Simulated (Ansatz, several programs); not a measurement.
GaN built on the wurtzite prototype, relaxed with PBE in Ansatz (plane waves, PAW): the symmetry is P6_3mc (No. 186, hexagonal); conventional cell a = 3.218 Å, c = 5.243 Å, 11.76 Å³ an atom. Ga has 4 N at 1.97–1.98 Å; N has 4 Ga at 1.97–1.98 Å. The cell was then scaled with its shape and fractional coordinates held, which makes it stiffer than a relaxed compression. (Simulation; spin polarisation is off.)

```tsv
V (Å³/atom)	E (meV/atom)
11.052	25.47
11.758	0.00
12.111	5.40
12.463	20.47
```

(1) Pass a cubic E = c₀ + c₁u + c₂u² + c₃u³, with u = V − 11.846 Å³, through these points.

(2) Where is the minimum, and what bulk modulus follows?

(3) Predict the energy and the pressure at the withheld volume, 11.405 Å³.

Results:

(1) c₀ = 0.34, c₁ = +7.812, c₂ = 44.365, c₃ = -6.7210 (meV and Å³).

(2) dE/du = 0 at u = -0.086, so V₀ = 11.76 Å³. B = V₀ d²E/dV² = 11.76 × (2c₂ + 6c₃u) = 11.76 × 92.212 = 1084 meV/Å³, and 1 meV/Å³ is 0.16022 GPa: 174 GPa. A third-order Birch-Murnaghan fit to all five points gives 11.76 Å³ and 172 GPa.

(3) With u = -0.441: E ≈ 6.10 meV and P = −dE/dV ≈ +5.65 GPa. The run gives 6.01 meV and, from its stress, +5.62 GPa.
